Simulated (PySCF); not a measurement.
**C2H6GeNP (SMILES C#[C][GeH]([NH2])[PH2]): levels of theory compared**

We compute a comparison of 6 runs (HF/STO-3G, B3LYP/6-31G*, M06-2X/pcseg-1, B2PLYP/6-31G**, PBE0/def2-SVP) of C2H6GeNP. The job is set up through a Python script.

The results are computed with PySCF 2.14.0.

## Step 1: The molecule

C2H6GeNP has 11 atoms, charge 0, and is taken as a singlet. As SMILES, `C#[C][GeH]([NH2])[PH2]`. Geometry: a GFN2-xTB relaxation, a rough one for these elements and not checked as a minimum. This is one conformer, not always the lowest.

Bond lengths: C1–C2 1.203 Å, C2–Ge3 1.912 Å, Ge3–N4 1.823 Å, Ge3–P5 2.332 Å, C1–H6 1.053 Å, Ge3–H7 1.514 Å, N4–H8 1.011 Å, N4–H9 1.011 Å, P5–H10 1.386 Å, P5–H11 1.389 Å. Some angles: C1–C2–Ge3 174.2°, C2–Ge3–N4 105.6°, C2–Ge3–P5 111.6°, N4–Ge3–P5 114.2°, C2–C1–H6 177.4°, C2–Ge3–H7 108.0°, N4–Ge3–H7 104.6°, P5–Ge3–H7 112.4°, Ge3–N4–H8 116.1°, Ge3–N4–H9 115.6°.

## Step 2: Energy and forces at HF/STO-3G (run 1)

Input file calc.py:

```python
# C#[C][GeH]([NH2])[PH2]
import pyscf.grad
from pyscf import gto

molecule = gto.Mole()
molecule.atom = [
    ('C', (-1.752160, 1.365840, 1.372610)),
    ('C', (-0.854290, 0.653240, 1.008020)),
    ('Ge', (0.596260, -0.357230, 0.279190)),
    ('N', (-0.092090, -2.004530, -0.090290)),
    ('P', (1.549680, 0.713480, -1.559970)),
    ('H', (-2.540060, 1.965170, 1.732910)),
    ('H', (1.599220, -0.602980, 1.386600)),
    ('H', (-0.962480, -2.017790, -0.604250)),
    ('H', (0.542760, -2.652960, -0.536260)),
    ('H', (1.614060, 1.930630, -0.900360)),
    ('H', (0.299100, 1.007140, -2.088200)),
]
molecule.basis = 'sto-3g'
molecule.spin = 0
molecule.verbose = 3
molecule.charge = 0
molecule.max_memory = 1860
molecule.build()

mf = molecule.RHF()
mf.conv_tol = 1e-10
mf.kernel()
if not mf.converged:
    mf = mf.newton().run(mf.mo_coeff, mf.mo_occ)

e_tot = mf.e_tot
print(f'total energy: {e_tot:.8f} hartree')
grad = mf.Gradients().kernel()
dip = mf.dip_moment()
pop, q = mf.mulliken_pop()
```

Launch:

```
$ OMP_NUM_THREADS=1 python calc.py
```

Log:

```text
converged SCF energy = -2520.66923324302
total energy: -2520.66923324 hartree
--------------- RHF gradients ---------------
         x                y                z
0 C    -0.0679618376     0.0565348319     0.0239556865
1 C     0.0341656942    -0.0360047446    -0.0052810496
2 Ge     0.0071598078     0.0117062265    -0.0243784922
3 N    -0.0100400065    -0.0279271840    -0.0157420187
4 P     0.0177998144     0.0006715288    -0.0166374511
5 H     0.0098120367    -0.0078564657    -0.0034198102
6 H     0.0159406156    -0.0082468317     0.0227351072
7 H     0.0088529688     0.0002711671     0.0076769637
8 H    -0.0065353813     0.0073277892     0.0062143478
9 H    -0.0028776510     0.0024022601     0.0024175088
10 H    -0.0063160611     0.0011214224     0.0024592080
----------------------------------------------
Dipole moment(X, Y, Z, Debye):  0.44758,  0.64292, -1.47213
 ** Mulliken pop  **
pop of  0 C 1s            1.99436
pop of  0 C 2s            1.11934
pop of  0 C 2px           1.01016
pop of  0 C 2py           1.00243
pop of  0 C 2pz           1.01383
pop of  1 C 1s            1.99447
pop of  1 C 2s            1.23451
pop of  1 C 2px           1.01629
pop of  1 C 2py           1.00373
pop of  1 C 2pz           0.99112
pop of  2 Ge 1s           1.99998
pop of  2 Ge 2s           1.99876
pop of  2 Ge 3s           1.99740
pop of  2 Ge 4s           1.20060
pop of  2 Ge 2px          1.99955
pop of  2 Ge 2py          1.99955
pop of  2 Ge 2pz          1.99957
pop of  2 Ge 3px          1.97971
pop of  2 Ge 3py          1.97951
pop of  2 Ge 3pz          1.98060
pop of  2 Ge 4px          0.74065
pop of  2 Ge 4py          0.67144
pop of  2 Ge 4pz          0.83297
pop of  2 Ge 3dxy         1.98303
pop of  2 Ge 3dyz         1.99259
pop of  2 Ge 3dz^2        1.99121
pop of  2 Ge 3dxz         1.98098
pop of  2 Ge 3dx2-y2      1.98855
pop of  3 N 1s            1.99532
pop of  3 N 2s            1.57018
pop of  3 N 2px           1.09251
pop of  3 N 2py           1.25108
pop of  3 N 2pz           1.66593
pop of  4 P 1s            1.99983
pop of  4 P 2s            1.99412
pop of  4 P 3s            1.73946
pop of  4 P 2px           1.97806
pop of  4 P 2py           1.97517
pop of  4 P 2pz           1.97643
pop of  4 P 3px           1.11361
pop of  4 P 3py           0.96549
pop of  4 P 3pz           1.02286
pop of  5 H 1s            0.90586
pop of  6 H 1s            1.12888
pop of  7 H 1s            0.85339
pop of  8 H 1s            0.85591
pop of  9 H 1s            1.10793
pop of  10 H 1s           1.11108
 ** Mulliken atomic charges  **
charge of    0C =     -0.14012
charge of    1C =     -0.24012
charge of    2Ge =      0.68335
charge of    3N =     -0.57502
charge of    4P =      0.23497
charge of    5H =      0.09414
charge of    6H =     -0.12888
charge of    7H =      0.14661
charge of    8H =      0.14409
charge of    9H =     -0.10793
charge of   10H =     -0.11108
```

Wall time 10 s (1 thread of Intel Xeon at 2.50GHz (Skylake/Cascade Lake), shared host); peak memory 0.12 GiB.

## Step 3: Energy and forces at B3LYP/6-31G(d) (spherical functions) (run 2)

Input file run.py:

```python
from pyscf import gto, dft

mol = gto.M(
    atom='''
C     -3.311103     2.581064     2.593857
C     -1.614374     1.234445     1.904882
Ge     1.126768    -0.675067     0.527593
N     -0.174025    -3.788013    -0.170623
P      2.928471     1.348282    -2.947916
H     -4.800018     3.713633     3.274725
H      3.022088    -1.139467     2.620294
H     -1.818824    -3.813070    -1.141867
H      1.025668    -5.013368    -1.013385
H      3.050131     3.648362    -1.701434
H      0.565217     1.903219    -3.946126
''',
    max_memory=1860,
    spin=0,
    charge=0,
    basis='6-31g*',
    verbose=4,
    unit='bohr',
)

calc0 = dft.RKS(mol)
calc0.xc = 'b3lyp'
calc0.grids.level = 5
calc0.conv_tol = 1e-10
calc0.kernel()
if not calc0.converged:
    calc0 = calc0.newton().run(calc0.mo_coeff, calc0.mo_occ)

energy = calc0.e_tot
print('E(%s) = %.9f' % ('B3LYP', energy))
grad = calc0.nuc_grad_method().kernel()
calc0.analyze()
```

Launch:

```
$ OMP_NUM_THREADS=1 python run.py
```

Log:

```text
PySCF version 2.14.0

[... 101 lines left out ...]
DFT Exchange-Correlation Energy =     -122.365252782336441
[... 14 lines left out ...]
MO #13  energy= -4.70399261238623  occ= 2
[... 12 lines left out ...]
MO #26  energy= -0.56848207424728  occ= 2
[... 12 lines left out ...]
MO #39  energy= 0.0302223442923149 occ= 0
[... 12 lines left out ...]
MO #52  energy= 0.308159601789722  occ= 0
[... 12 lines left out ...]
MO #65  energy= 0.690003090950016  occ= 0
[... 12 lines left out ...]
MO #78  energy= 1.06452476476324   occ= 0
[... 12 lines left out ...]
MO #91  energy= 1.94696894347166   occ= 0
[... 12 lines left out ...]
MO #104 energy= 3.50696754058105   occ= 0
[... 118 lines left out ...]
Dipole moment(X, Y, Z, Debye): -0.76212,  0.23643, -0.79963
```

Wall time 2.1 min (1 thread of Intel Xeon at 2.50GHz (Skylake/Cascade Lake), shared host); peak memory 1 GiB.

Run 3 isn't shown in full; the table further down has it.

## Step 4: Energy and forces at M06-2X/pcseg-1 (run 4)

Input file input.py:

```python
import pyscf.grad
from pyscf import gto, dft

mol = gto.M(
    atom='''
C     -3.311103     2.581064     2.593857
C     -1.614374     1.234445     1.904882
Ge     1.126768    -0.675067     0.527593
N     -0.174025    -3.788013    -0.170623
P      2.928471     1.348282    -2.947916
H     -4.800018     3.713633     3.274725
H      3.022088    -1.139467     2.620294
H     -1.818824    -3.813070    -1.141867
H      1.025668    -5.013368    -1.013385
H      3.050131     3.648362    -1.701434
H      0.565217     1.903219    -3.946126
''',
    charge=0,
    basis='pcseg-1',
    unit='bohr',
    max_memory=1860,
    verbose=4,
)

mf = dft.RKS(mol, xc='m06-2x')
mf.conv_tol = 1e-10
mf.grids.level = 5
mf.kernel()
if not mf.converged:
    mf = mf.newton().run(mf.mo_coeff, mf.mo_occ)

energy = mf.e_tot
print('Final energy', energy)
grad = mf.Gradients().kernel()
mf.analyze()
```

Launch:

```
$ OMP_NUM_THREADS=1 python input.py
```

Log:

```text
PySCF version 2.14.0

[... 99 lines left out ...]
One-electron Energy =                -4376.681160213401199
[... 16 lines left out ...]
MO #12  energy= -4.96128570914001  occ= 2
[... 14 lines left out ...]
MO #27  energy= -0.59363101645817  occ= 2
[... 14 lines left out ...]
MO #42  energy= 0.100785178250787  occ= 0
[... 14 lines left out ...]
MO #57  energy= 0.461080949083658  occ= 0
[... 14 lines left out ...]
MO #72  energy= 0.744688425881802  occ= 0
[... 14 lines left out ...]
MO #87  energy= 1.58090511060624   occ= 0
[... 14 lines left out ...]
MO #102 energy= 2.12760312416256   occ= 0
[... 14 lines left out ...]
MO #117 energy= 3.76470243160993   occ= 0
[... 131 lines left out ...]
Dipole moment(X, Y, Z, Debye): -0.64899,  0.35107, -0.87692
```

Run time: 3.7 min. Hardware: 1 thread of Intel Xeon at 2.50GHz (Skylake/Cascade Lake), shared host; peak memory 1.2 GiB.

Run 5 isn't shown in full; the table further down has it.

## Step 5: Energy and gradient at PBE0/def2-SVP (run 6)

Input file job.py:

```python
from pyscf import gto, dft

system = gto.Mole()
system.atom = '''
C     -3.311103     2.581064     2.593857
C     -1.614374     1.234445     1.904882
Ge     1.126768    -0.675067     0.527593
N     -0.174025    -3.788013    -0.170623
P      2.928471     1.348282    -2.947916
H     -4.800018     3.713633     3.274725
H      3.022088    -1.139467     2.620294
H     -1.818824    -3.813070    -1.141867
H      1.025668    -5.013368    -1.013385
H      3.050131     3.648362    -1.701434
H      0.565217     1.903219    -3.946126
'''
system.basis = 'def2-svp'
system.unit = 'bohr'
system.max_memory = 1860
system.charge = 0
system.verbose = 4
system.build()

myscf = dft.RKS(system)
myscf.xc = 'pbe0'
myscf.grids.level = 5
myscf.conv_tol = 1e-10
myscf.kernel()
if not myscf.converged:
    myscf = myscf.newton().run(myscf.mo_coeff, myscf.mo_occ)

etot = myscf.e_tot
print('E = %.10f Eh' % etot)
grad = myscf.nuc_grad_method().kernel()
dip = myscf.dip_moment()
pop, q = myscf.mulliken_pop()
```

Launch:

```
$ OMP_NUM_THREADS=1 python job.py
```

Log:

```text
PySCF version 2.14.0

[... 80 lines left out ...]
converged SCF energy = -2551.85092514455
[... 13 lines left out ...]
Dipole moment(X, Y, Z, Debye): -0.72019,  0.18059, -0.83924
[... 134 lines left out ...]
charge of   10H =      0.01565
```

Wall time 2.2 min (1 thread of Intel Xeon at 2.50GHz (Skylake/Cascade Lake), shared host); peak memory 1.3 GiB.

## Step 6: The series

```
run                                 level  integration grid  Cartesian functions   energy (Eh)  dipole moment (D)  HOMO energy (eV)  LUMO energy (eV)  wall time
  1                             HF/STO-3G                 –                   no  -2520.669233               1.67             -7.19              8.82       10 s
  2    B3LYP/6-31G* (spherical functions)                 5                   no  -2552.618835               1.13             -6.58             -0.08    2.1 min
  3    B3LYP/6-31G* (Cartesian functions)                 5                  yes  -2552.629730               1.14             -6.59             -0.10    1.9 min
  4                        M06-2X/pcseg-1                 5                   no  -2552.523686               1.15             -8.21              0.62    3.7 min
  5  B2PLYP/6-31G** (spherical functions)                 5                   no  -2551.921381               1.11             -7.90              1.40       70 s
  6                         PBE0/def2-SVP                 5                   no  -2551.850925               1.12             -6.94              0.03    2.2 min
```

## Step 7: Results

| quantity | value |
| --- | --- |
| run 6: total energy | -2551.85093 Eh |
| run 6: dipole moment | 1.12 D |
| run 6: HOMO energy | -6.94 eV |
| run 6: LUMO energy | 0.03 eV |
| run 6: HOMO–LUMO gap | 6.97 eV |
| run 6: largest force on an atom | 1.637 eV/Å |

**Reading.** The dipole moment (its size) runs from 1.11 D (B2PLYP/6-31G**) to 1.67 D (HF/STO-3G). The two ends differ in method and basis. A double hybrid's value is that of its SCF part. The HOMO–LUMO gap runs from 6.49 eV (B3LYP/6-31G*) to 16.01 eV (HF/STO-3G). Totals of different functionals can't be ranked against each other. In run 1 the basis is minimal, so the values are rough. All runs together took 11 min, the longest 3.7 min.
